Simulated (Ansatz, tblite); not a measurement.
**BF3H2S: rung by rung**

Aim: run the singlet of BF3H2S at one geometry on many levels, and compare frontier levels, spin and run time.

Computed with Ansatz 0.2.0, Gaussian basis. Level: as each input shows.

Plan: GFN1-xTB, GFN2-xTB, PBE-D4/def2-TZVP, r2SCAN-D4/def2-TZVP, LDA/def2-TZVP, B97M-V/def2-TZVP, revPBE-D4/def2-TZVP, HSE06-D4/def2-TZVP, BLYP-D4/def2-TZVP, ωB97X-V/def2-TZVP, HF/def2-TZVP, PBE-D4/def2-SVP, PBE0-D4/def2-SVP, HF/STO-3G, HF/6-31G, B3LYP-D4/6-31G, CCSD(T)/def2-TZVPP, MP2/def2-TZVP, RPA/def2-TZVP.

**1. The geometry**

The geometry is that of the singlet, from an earlier relaxation (PBE-D4/def2-SVP).

7 atoms, charge 0, spin multiplicity 1.

Bond lengths: B1–F5 1.333 Å, B1–F6 1.336 Å, B1–F7 1.333 Å, S2–H3 1.362 Å, S2–H4 1.362 Å. Angles: F5–B1–F6 119.1°, F5–B1–F7 119.7°, F6–B1–F7 119.1°, H3–S2–H4 91.7°.

PBE0-D4/def2-TZVP was run before; its log isn't repeated, and its numbers join the tables.

**2. GFN1-xTB**

Tight binding, by tblite at 300 K electronic temperature and without a spin-polarisation term:

```python
tblite.interface.Calculator('GFN1-xTB', numbers, positions, charge=0, uhf=0).singlepoint()
```

Energy -591.5251 eV, HOMO -12.05 eV, LUMO -5.81 eV; 0.004 s.

**3. GFN2-xTB**

Tight binding, by tblite at 300 K electronic temperature and without a spin-polarisation term:

```python
tblite.interface.Calculator('GFN2-xTB', numbers, positions, charge=0, uhf=0).singlepoint()
```

Energy -539.7491 eV, HOMO -11.55 eV, LUMO -6.33 eV; 0.003 s.

**4. PBE-D4/def2-TZVP**

start.molden holds the orbitals of an earlier run on this state, given as this run's starting guess.

in.yaml reads:

```yaml
crystal:
  periodic: [false, false, false]
  atoms:
    - {symbol: B, position_ang: [0.145566, -0.249092, -1.130102]}
    - {symbol: S, position_ang: [0.126612, -0.216330, 1.582077]}
    - {symbol: H, position_ang: [0.492578, 1.094236, 1.634553]}
    - {symbol: H, position_ang: [-1.194977, 0.107577, 1.634622]}
    - {symbol: F, position_ang: [1.473358, -0.241099, -1.241744]}
    - {symbol: F, position_ang: [-0.523223, 0.902916, -1.238416]}
    - {symbol: F, position_ang: [-0.519904, -1.398208, -1.240980]}
basis:
  gaussian: {orbitals: def2-TZVP, initial_orbitals: start.molden}
hamiltonian: {xc: pbe, dispersion: d4}
scf: {omitted_lower_state_checks: [starts]}
output: {forces: true, orbitals: {seedname: orbitals}}
```

Command:

```console
> ansatz run in.yaml --threads 4 --pin off --events-out ev --progress --plain --max-ram 3916MiB
```

After this run come: r2SCAN-D4/def2-TZVP; LDA/def2-TZVP; B97M-V/def2-TZVP; revPBE-D4/def2-TZVP; HSE06-D4/def2-TZVP; BLYP-D4/def2-TZVP; ωB97X-V/def2-TZVP; HF/def2-TZVP; PBE-D4/def2-SVP; PBE0-D4/def2-SVP; HF/STO-3G; HF/6-31G; B3LYP-D4/6-31G; CCSD(T)/def2-TZVPP; MP2/def2-TZVP; RPA/def2-TZVP.

**Question.** What will the summary of the whole plan be? Wanted: gap in def2-TZVP, named functionals and Hartree-Fock, smallest and largest; correlation energy, CCSD(T)/def2-TZVPP; correlation energy, MP2/def2-TZVP; binding an atom, CCSD(T)/def2-TZVPP; PBE0 total energy, smallest basis above largest.

**Answer**, as computed:

| quantity | value |
| --- | --- |
| gap in def2-TZVP, named functionals and Hartree-Fock, smallest and largest | 5.86 eV (BLYP-D4), 14.44 eV (HF) |
| correlation energy, CCSD(T)/def2-TZVPP | -29.69 eV |
| correlation energy, MP2/def2-TZVP | -27.87 eV |
| binding an atom, CCSD(T)/def2-TZVPP | 3.960 eV |
| PBE0 total energy, smallest basis above largest | 14.52 eV (def2-SVP, def2-TZVP) |

In words: Over the named functionals and Hartree-Fock in def2-TZVP the gap runs from 5.86 eV (BLYP-D4) to 14.44 eV (HF); exact exchange widens it. A small miss in a minimal or small basis is a cancelling of errors, not accuracy. The functionals in def2-TZVP miss CCSD(T)/def2-TZVPP by +0.057 (revPBE-D4) to +0.759 eV (LDA) an atom. CCSD(T)/def2-TZVPP isn't at the basis-set limit; small misses against it rank nothing.
